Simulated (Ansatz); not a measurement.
# In3Se (Pm-3m) in Ansatz: notebook, part 2 of 2

Ansatz 0.2.0. The steps go on from the part before.

## Step 3: Relaxation of cell and atoms, PBEsol+D4

File input.yaml:

```yaml
crystal:
  lattice:
    - [4.803758, 0.0, 0.0]
    - [0.0, 4.803758, 0.0]
    - [0.0, 0.0, 4.803758]
  atoms:
    - { symbol: In, position: [0.5, 0.5, 0.0] }
    - { symbol: In, position: [0.5, 0.0, 0.5] }
    - { symbol: In, position: [0.0, 0.5, 0.5] }
    - { symbol: Se, position: [0.0, 0.0, 0.0] }
hamiltonian:
  xc: pbesol
  pseudopotentials: { kind: paw }
  dispersion: d4
kpoints:
  mp_grid: { grid: [6, 6, 6] }
scf:
  occupations: { method: fermi_dirac, width: 0.05 }
output:
  forces: true
  stress: true
  eigenvalues: true
  write_density: true
  write_potential: true
  elf: true
  volumetric_format: npy
relax:
  f_tol: 0.01
  max_steps: 40
  cell: { stress_tol: 0.05 }
```

Potentials or basis: Ansatz PAW.

Launch:

```sh
$ ansatz run input.yaml --threads 2 --pin off --max-ram 5632MiB --backend cpu --events-out ev --progress --plain --runs-dir out
```

Log:

```text
Warning: RAYON_NUM_THREADS=2 ignored (pool sized by the plan → 2); use --threads N
Engine: ansatz 0.2.0, aarch64-unknown-linux-gnu
Pseudopotentials: kind: paw
Pseudopotential: In, paw, valence charge 13, recommended cutoff 420 eV (normal), In.paw.azcp
Pseudopotential: Se, paw, valence charge 16, recommended cutoff 420 eV (normal), Se.paw.azcp
Functional definition: PBEsol
  exchange = pbesol_x
  correlation = pbesol_c
Crystal: 4 atoms, lattice volume = 110.852 Å³
Basis set: ecut = 420 eV, 2109 PW (Γ), exchange–correlation on 72×72×72 points (8 copies of the dense FFT grid, shifted against one another)
[... 111 lines left out ...]
  k-point 2: bands = ["-37.4720", "-37.4720", "-37.4720", "-37.4720", "-37.4719", "-4.4482", "-4.3879", "-4.3445", "-4.3445", "-4.2942", "-4.2306", "-4.1447", "-4.1398", "-4.1398", "-4.1107", "-4.0319", "-4.0319", "-4.0246", "-4.0131", "-3.8853", "-2.7199", "2.3999", "5.3831", "7.2466", "7.2466", "8.7883", "9.4160", "10.5754", "10.5754", "12.2045", "12.6893", "14.1949", "14.1949"]
  k-point 19: bands = ["-37.4720", "-37.4720", "-37.4720", "-37.4719", "-37.4719", "-4.5492", "-4.3525", "-4.3525", "-4.3525", "-4.3042", "-4.3042", "-4.3042", "-4.0788", "-4.0788", "-4.0788", "-4.0755", "-4.0755", "-3.9343", "-3.9343", "-3.9343", "-2.0081", "5.5716", "5.5716", "5.5716", "5.9176", "5.9176", "5.9176", "6.7040", "13.7329", "13.7329", "13.7329", "19.0033", "19.1461"]
--- Relaxed structure (4 steps of the walk, 4 accepted, 1 SCFs on fresh bases) ---
  F+E_penalty+E_count = -22001.74438033 eV   max|allowed force component| = 2.610e-29 eV/Å   (the final SCF, on the basis selected at the relaxed cell)
  cell:  # Å, volume = 98.9176 Å³
    - [4.62478167103149, 9.46915555990391e-34, -3.851859888774472e-34]
    - [8.82717891177483e-34, 4.62478167103149, 2.5679065925163148e-34]
    - [-5.456801509097168e-34, 2.5679065925163148e-34, 4.62478167103149]
  atoms:
    - { symbol: In, position: [0.5, 0.5, -5.742365477010676e-37] }
    - { symbol: In, position: [0.5, -1.0440664500950451e-37, 0.5] }
    - { symbol: In, position: [-2.714572770932628e-36, 0.5, 0.5] }
    - { symbol: Se, position: [-1.2528797404862702e-36, 7.308465152778314e-37, 5.220332251634528e-38] }
```

rho_z.tsv:

```text
# z_ang	rho[e/angstrom^3]
# format = ansatz-planar-average/11
# lattice	4.624781671	0.000000000	-0.000000000
# lattice	0.000000000	4.624781671	0.000000000
# lattice	-0.000000000	0.000000000	4.624781671
# sites	4
# site	49	2.312390836	2.312390836	-0.000000000
# site	49	2.312390836	0.000000000	2.312390836
# site	49	0.000000000	2.312390836	2.312390836
# site	34	-0.000000000	0.000000000	0.000000000
0.000000	1.469235e0
0.144524	1.305633e0
0.289049	9.496721e-1
0.433573	6.187771e-1
0.578098	3.980064e-1
0.722622	2.710603e-1
[... 24 lines left out ...]
4.335733	9.496721e-1
4.480257	1.305633e0
```

v_z.tsv:

```text
# z_ang	v_es[eV]	v_tot[eV]
# format = ansatz-planar-average/11
# xc	pbesol
# density_cutoff_ev	1680
# datasets	In=:simpson_from_first_knot:soft:shift=-803670	Se=:simpson_from_first_knot:soft:shift=-935943
# lattice	4.624781671	0.000000000	-0.000000000
# lattice	0.000000000	4.624781671	0.000000000
# lattice	-0.000000000	0.000000000	4.624781671
# sites	4
# site	49	2.312390836	2.312390836	-0.000000000
# site	49	2.312390836	0.000000000	2.312390836
# site	49	0.000000000	2.312390836	2.312390836
# site	34	-0.000000000	0.000000000	0.000000000
0.000000	3.246087e0	-8.768790e0
0.144524	3.404877e0	-8.482415e0
0.289049	3.901326e0	-7.621597e0
0.433573	4.761092e0	-6.216103e0
0.578098	5.998881e0	-4.347443e0
0.722622	7.559930e0	-2.174931e0
[... 24 lines left out ...]
4.335733	3.901326e0	-7.621597e0
4.480257	3.404877e0	-8.482415e0
```

Run time: 13 s. Hardware: 2 threads of Arm Neoverse V2, shared host; peak memory 0.43 GiB.

What came out:

| Item | Value |
| --- | --- |
| Free energy | -22001.7444 eV |
| Relaxed volume | 24.73 Å³/atom |
| Relaxed cell | a = 4.625 Å, b = 4.625 Å, c = 4.625 Å, α = 90.00°, β = 90.00°, γ = 90.00° |
| Space group after relaxing (to 0.05 Å) | Pm-3m (No. 221) |
| Energy gained by relaxing | 43.0 meV/atom |
| Ionic steps | 5 |
| Pressure after relaxing | 0.0 GPa |
| Band gap on the k mesh | none (metal or under the smearing width) |

Step by step:
```tsv
step	energy change (eV)	largest force (eV/Å)	volume (Å³)
1	0.0000	0.0000	110.85
2	-0.1733	0.0000	99.54
3	-0.1740	0.0000	98.75
4	-0.1740	0.0000	98.92
5	-0.1719	0.0000	98.92
```

Final structure:
```
CELL_PARAMETERS angstrom
4.62478 0.00000 0.00000
0.00000 4.62478 0.00000
0.00000 0.00000 4.62478
ATOMIC_POSITIONS crystal
In 0.50000 0.50000 0.00000
In 0.50000 0.00000 0.50000
In 0.00000 0.50000 0.50000
Se 0.00000 0.00000 0.00000
```

Levels at points of the mesh, in eV from the Fermi level:
```csv
k point,band 24,band 25,band 26,band 27,band 28,band 29,band 30,band 31,band 32,band 33
"(0.00, 0.00, 0.00)",-3.77,-3.77,-2.08,-2.08,1.17,1.17,1.17,4.42,4.42,4.42
"(0.00, 0.00, -0.50)",-2.81,-2.81,-1.34,-1.15,-0.30,-0.30,1.18,4.07,4.07,4.18
"(0.00, -0.50, -0.50)",-6.15,-2.22,-1.07,-0.56,-0.56,1.62,1.70,1.70,1.96,5.20
"(-0.50, -0.50, -0.50)",-4.81,-4.46,-4.46,-4.46,-3.68,3.35,3.35,3.35,8.62,8.77
```

Caveat: the plane-wave basis is chosen anew once the cell has moved, so the energies of steps on either side of that aren't comparable; pairwise dispersion overbinds metals, which lowers pressure and volume; the PAW data sets come from PBE, with cores solved anew for the run's functional, which leaves a small shift of forces and pressure.
